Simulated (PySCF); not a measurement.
# SiH2O2F (SMILES O[Si](O)F) at 6 levels

Wanted: a comparison of 6 runs (UB3LYP/aug-cc-pVDZ, UBHLYP/aug-cc-pVDZ, UBLYP/aug-cc-pVDZ, UCAM-B3LYP/aug-cc-pVDZ, UM06-L/aug-cc-pVDZ, USVWN5/aug-cc-pVDZ) of SiH2O2F. The job is set up through a Python script.

Program for the calculation: PySCF 2.14.0.

## (1) Starting point

The species is SiH2O2F (6 atoms), meant as a doublet with charge 0. SMILES: `O[Si](O)F`. Geometry: relaxed at PBE0-D4/def2-TZVP. This is one conformer, not always the lowest.

Bond lengths: O1–Si2 1.630 Å, Si2–O3 1.639 Å, Si2–F4 1.594 Å, O1–H5 0.959 Å, O3–H6 0.959 Å. Angles: O1–Si2–O3 107.8°, O1–Si2–F4 105.4°, O3–Si2–F4 111.3°, Si2–O1–H5 117.1°, Si2–O3–H6 117.8°.

## (2) A single-point energy at UB3LYP/aug-cc-pVDZ (run 1)

File geometry.xyz:

```xyz
6
FH2O2Si
O     -0.887300     1.032000    -0.626300
Si     0.382900     0.026200    -0.446500
O      0.346300    -0.560700     1.083400
F      0.159400    -1.133900    -1.516300
H     -1.051600     1.658800     0.081100
H      1.092300    -1.086600     1.378500
```

File calc.py:

```python
from pyscf import gto, dft

molecule = gto.M(
    atom='geometry.xyz',
    spin=1,
    verbose=3,
    basis='aug-cc-pvdz',
    max_memory=1860,
)

calc0 = dft.UKS(molecule, xc='b3lyp')
calc0.grids.level = 5
calc0.conv_tol = 1e-10
calc0.kernel()
if not calc0.converged:
    calc0 = calc0.newton().run(calc0.mo_coeff, calc0.mo_occ)

e_final = calc0.e_tot
print(f'total energy: {e_final:.8f} hartree')
```

Run with:

```sh
$ OMP_NUM_THREADS=1 python calc.py
```

Standard output:

```text
<dir> SyntaxWarning: invalid escape sequence '\W'
  S = {(paw_set(r)[0], bool(re.search(r"spin_orbit\W+true|paw_fr", str((r.get("files") or {}).get("input") or "")) or re.search("(?i)spin.orbit\W+(value\W+)?(true|yes)|value\W+spin-orbit", json.dumps(r.get("inputs"), default=str)))) for r in records}

converged SCF energy = -541.135101053535  <S^2> = 0.75147381  2S+1 = 2.0014733
total energy: -541.13510105 hartree
```

Wall time 46 s (1 thread of Arm Neoverse V1, shared host); peak memory 0.63 GiB.

## (3) A single-point energy at UBHLYP/aug-cc-pVDZ (run 2)

File calc.py:

```python
from pyscf import gto, dft

molecule = gto.M(
    atom='''
O   -0.887300   1.032000  -0.626300
Si   0.382900   0.026200  -0.446500
O    0.346300  -0.560700   1.083400
F    0.159400  -1.133900  -1.516300
H   -1.051600   1.658800   0.081100
H    1.092300  -1.086600   1.378500
''',
    max_memory=1860,
    verbose=4,
    basis='aug-cc-pvdz',
    spin=1,
)

myscf = dft.UKS(molecule)
myscf.xc = 'bhandhlyp'
myscf.grids.level = 5
myscf.conv_tol = 1e-10
myscf.kernel()
if not myscf.converged:
    myscf = myscf.newton().run(myscf.mo_coeff, myscf.mo_occ)

e_final = myscf.e_tot
print('Final energy', e_final)
```

Run with:

```sh
$ OMP_NUM_THREADS=1 python calc.py
```

Standard output:

```text
<dir> SyntaxWarning: invalid escape sequence '\W'
  S = {(paw_set(r)[0], bool(re.search(r"spin_orbit\W+true|paw_fr", str((r.get("files") or {}).get("input") or "")) or re.search("(?i)spin.orbit\W+(value\W+)?(true|yes)|value\W+spin-orbit", json.dumps(r.get("inputs"), default=str)))) for r in records}

PySCF version 2.14.0

[... 55 lines left out ...]
WARN: HOMO -0.184601852084599 >= LUMO -0.184601852084598
[... 50 lines left out ...]
converged SCF energy = -541.012100601057  <S^2> = 0.75239314  2S+1 = 2.0023917
Final energy -541.0121006010571
```

It took 46 s on 1 thread of Arm Neoverse V1, shared host; peak memory 0.63 GiB.

Runs 3 to 5 aren't shown in full; the table further down has their settings and results.

## (4) The energy at USVWN5/aug-cc-pVDZ (run 6)

File calc.py:

```python
from pyscf import gto, dft

mol = gto.M(
    atom=[
    ('O', (-0.887300, 1.032000, -0.626300)),
    ('Si', (0.382900, 0.026200, -0.446500)),
    ('O', (0.346300, -0.560700, 1.083400)),
    ('F', (0.159400, -1.133900, -1.516300)),
    ('H', (-1.051600, 1.658800, 0.081100)),
    ('H', (1.092300, -1.086600, 1.378500)),
],
    max_memory=1860,
    spin=1,
    verbose=3,
    basis='aug-cc-pvdz',
)

ks = dft.UKS(mol)
ks.xc = 'svwn'
ks.grids.level = 5
ks.conv_tol = 1e-10
ks.kernel()
if not ks.converged:
    ks = ks.newton().run(ks.mo_coeff, ks.mo_occ)

etot = ks.e_tot
print('E = %.10f Eh' % etot)
```

Run with:

```sh
$ OMP_NUM_THREADS=1 python calc.py
```

Standard output:

```text
<dir> SyntaxWarning: invalid escape sequence '\W'
  S = {(paw_set(r)[0], bool(re.search(r"spin_orbit\W+true|paw_fr", str((r.get("files") or {}).get("input") or "")) or re.search("(?i)spin.orbit\W+(value\W+)?(true|yes)|value\W+spin-orbit", json.dumps(r.get("inputs"), default=str)))) for r in records}

converged SCF energy = -538.254872289263  <S^2> = 0.75089009  2S+1 = 2.0008899
E = -538.2548722893 Eh
```

Wall time 29 s (1 thread of Arm Neoverse V1, shared host); peak memory 0.41 GiB.

## (5) Overview of the runs

```
run                   level  energy (Eh)  dipole moment (D)  HOMO energy (eV)  LUMO energy (eV)  wall time
  1      UB3LYP/aug-cc-pVDZ  -541.135101               2.54             -6.26             -3.00       46 s
  2      UBHLYP/aug-cc-pVDZ  -541.012101               2.69             -7.68             -1.85       46 s
  3       UBLYP/aug-cc-pVDZ  -541.083653               2.42             -5.08             -3.57       43 s
  4  UCAM-B3LYP/aug-cc-pVDZ  -541.056695               2.60             -7.84             -1.78       68 s
  5      UM06-L/aug-cc-pVDZ  -541.075731               2.51             -5.36             -3.38    1.7 min
  6      USVWN5/aug-cc-pVDZ  -538.254872               2.46             -5.23             -3.92       29 s
```

## (6) Summary of results

| quantity | value |
| --- | --- |
| run 6: total energy | -538.25487 Eh |
| run 6: dipole moment | 2.46 D |
| run 6: HOMO energy (highest over α and β) | -5.23 eV |
| run 6: LUMO energy (lowest over α and β) | -3.92 eV |
| run 6: ⟨S²⟩ | 0.751 |

**Reading.** The dipole moment (its size) runs from 2.42 D (UBLYP/aug-cc-pVDZ) to 2.69 D (UBHLYP/aug-cc-pVDZ). Totals of different functionals can't be ranked against each other. All runs together took 5.6 min, the longest 1.7 min.
